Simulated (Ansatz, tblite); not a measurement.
**C₂₂H₁₂F₆N₄: rung by rung**

Aim: run the singlet of C₂₂H₁₂F₆N₄ at one geometry on many levels, and compare frontier levels, spin and run time.

The runs use Ansatz 0.2.0, Gaussian basis; as each input shows.

Plan: GFN1-xTB, GFN2-xTB, PBE-D4/def2-TZVP, r2SCAN-D4/def2-TZVP, PBE-D4/def2-SVP, PBE0-D4/def2-SVP.

1 further run of the same task is left out (set aside as unsound or not needed). Runs told in other sessions of the task aren't counted.

## (1) The relaxed structure

The singlet was relaxed beforehand with PBE-D4/def2-SVP.

SMILES `FC(F)(F)c1ccc(-c2ccc(-c3ccc(-c4ccc(C(F)(F)F)nc4)nc3)nc2)nc1`, 44 atoms, charge 0, spin multiplicity 1.

Bond lengths: F1–C2 1.355 Å, C2–F3 1.356 Å, C2–F4 1.353 Å, C2–C5 1.508 Å, C5–C6 1.404 Å, C5–C32 1.408 Å, C6–C7 1.396 Å, C6–H33 1.100 Å, C7–C8 1.415 Å, C7–H34 1.098 Å, C8–C9 1.482 Å, C8–N31 1.353 Å, C9–C10 1.410 Å, C9–C30 1.418 Å, C10–C11 1.395 Å, C10–H35 1.100 Å, C11–C12 1.414 Å, C11–H36 1.099 Å and more. Angles: F1–C2–F3 107.1°, F1–C2–F4 107.9°, F1–C2–C5 111.5°, F3–C2–F4 107.2°, F3–C2–C5 111.3°, F4–C2–C5 111.7°, C2–C5–C6 121.0°, C2–C5–C32 121.0°, C6–C5–C32 117.9°, C5–C6–C7 118.9°, C5–C6–H33 120.3°, C7–C6–H33 120.8°, C6–C7–C8 119.4°, C6–C7–H34 119.5°, C8–C7–H34 121.1°, C7–C8–C9 122.4°, C7–C8–N31 121.2°, C9–C8–N31 116.4° and more.

PBE0-D4/def2-TZVP was run before; its log isn't repeated, and its numbers join the tables.

## (2) GFN1-xTB

Tight binding, by tblite at 300 K electronic temperature and without a spin-polarisation term:

```python
tblite.interface.Calculator('GFN1-xTB', numbers, positions, charge=0, uhf=0).singlepoint()
```

Energy -2627.6285 eV, HOMO -11.75 eV, LUMO -9.43 eV; 0.098 s.

## (3) GFN2-xTB

Tight binding, by tblite at 300 K electronic temperature and without a spin-polarisation term:

```python
tblite.interface.Calculator('GFN2-xTB', numbers, positions, charge=0, uhf=0).singlepoint()
```

Energy -2539.1275 eV, HOMO -10.49 eV, LUMO -8.76 eV; 0.087 s.

## (4) PBE-D4/def2-TZVP

start.molden holds the orbitals of an earlier run on this state, given as this run's starting guess.

File in.yaml:

```yaml
crystal:
  periodic: [false, false, false]
  atoms:
    - {symbol: F, position_ang: [9.829199, -0.195908, -0.643677]}
    - {symbol: C, position_ang: [9.084962, -0.910999, 0.234034]}
    - {symbol: F, position_ang: [9.543815, -0.617973, 1.476144]}
    - {symbol: F, position_ang: [9.331693, -2.222676, 0.014978]}
    - {symbol: C, position_ang: [7.617553, -0.590745, 0.102549]}
    - {symbol: C, position_ang: [7.187719, 0.692290, -0.270418]}
    - {symbol: C, position_ang: [5.817986, 0.954213, -0.328938]}
    - {symbol: C, position_ang: [4.900231, -0.074680, -0.009780]}
    - {symbol: C, position_ang: [3.433094, 0.131235, -0.044523]}
    - {symbol: C, position_ang: [2.822588, 1.367671, -0.338297]}
    - {symbol: C, position_ang: [1.431259, 1.468814, -0.351868]}
    - {symbol: C, position_ang: [0.648907, 0.325257, -0.068952]}
    - {symbol: C, position_ang: [-0.831613, 0.353194, -0.068150]}
    - {symbol: C, position_ang: [-1.595007, 1.510346, -0.325792]}
    - {symbol: C, position_ang: [-2.988710, 1.441997, -0.307860]}
    - {symbol: C, position_ang: [-3.617812, 0.206978, -0.032101]}
    - {symbol: C, position_ang: [-5.093175, 0.048794, 0.002136]}
    - {symbol: C, position_ang: [-5.658246, -1.195896, 0.349420]}
    - {symbol: C, position_ang: [-7.047686, -1.339372, 0.381642]}
    - {symbol: C, position_ang: [-7.833794, -0.221135, 0.060395]}
    - {symbol: C, position_ang: [-9.353113, -0.289037, 0.071829]}
    - {symbol: F, position_ang: [-9.788262, -1.521282, 0.437001]}
    - {symbol: F, position_ang: [-9.876431, 0.603474, 0.939253]}
    - {symbol: F, position_ang: [-9.863604, -0.021002, -1.149591]}
    - {symbol: N, position_ang: [-7.323072, 0.971377, -0.277576]}
    - {symbol: C, position_ang: [-5.994301, 1.096966, -0.304226]}
    - {symbol: N, position_ang: [-2.890859, -0.904869, 0.221658]}
    - {symbol: C, position_ang: [-1.561160, -0.831920, 0.203854]}
    - {symbol: N, position_ang: [1.230787, -0.862960, 0.215348]}
    - {symbol: C, position_ang: [2.559120, -0.951473, 0.226937]}
    - {symbol: N, position_ang: [5.326376, -1.310106, 0.338751]}
    - {symbol: C, position_ang: [6.635135, -1.557169, 0.390887]}
    - {symbol: H, position_ang: [7.921591, 1.472115, -0.521212]}
    - {symbol: H, position_ang: [5.469586, 1.952045, -0.628116]}
    - {symbol: H, position_ang: [3.424995, 2.261736, -0.555893]}
    - {symbol: H, position_ang: [0.961535, 2.434846, -0.582331]}
    - {symbol: H, position_ang: [-1.110722, 2.474332, -0.539330]}
    - {symbol: H, position_ang: [-3.578508, 2.347627, -0.503908]}
    - {symbol: H, position_ang: [-4.977140, -2.025958, 0.586018]}
    - {symbol: H, position_ang: [-7.518644, -2.294805, 0.649604]}
    - {symbol: H, position_ang: [-5.620339, 2.093426, -0.596881]}
    - {symbol: H, position_ang: [-0.994862, -1.753904, 0.415051]}
    - {symbol: H, position_ang: [3.002274, -1.933347, 0.461206]}
    - {symbol: H, position_ang: [6.936665, -2.581504, 0.670715]}
basis:
  gaussian: {orbitals: def2-TZVP, fitting: {mean_field: def2-universal-jkfit}, initial_orbitals: start.molden}
hamiltonian: {xc: pbe, dispersion: d4}
scf: {omitted_lower_state_checks: [starts]}
output: {orbitals: {seedname: orbitals}}
```

Command:

```sh
ansatz run in.yaml --threads 2 --pin off --events-out ev --progress --plain --max-ram 32768MiB --backend cuda --devices 0, --max-vram 18GiB
```

The runs that follow: r2SCAN-D4/def2-TZVP; PBE-D4/def2-SVP; PBE0-D4/def2-SVP.

Before running them: what should the planned runs give, taken together? Wanted: gap in def2-TZVP, named functionals, smallest and largest; binding an atom, functionals in def2-TZVP; PBE0 total energy, smallest basis above largest.

**Answer**, as computed:

| quantity | value |
| --- | --- |
| gap in def2-TZVP, named functionals, smallest and largest | 2.55 eV (PBE-D4), 4.03 eV (PBE0-D4) |
| binding an atom, functionals in def2-TZVP | 5.26 (r2SCAN-D4) to 5.49 eV (PBE-D4) |
| PBE0 total energy, smallest basis above largest | 50.07 eV (def2-SVP, def2-TZVP) |

Orbital gaps of the named functionals in def2-TZVP span 2.55 eV (PBE-D4) to 4.03 eV (PBE0-D4); exact exchange widens it.
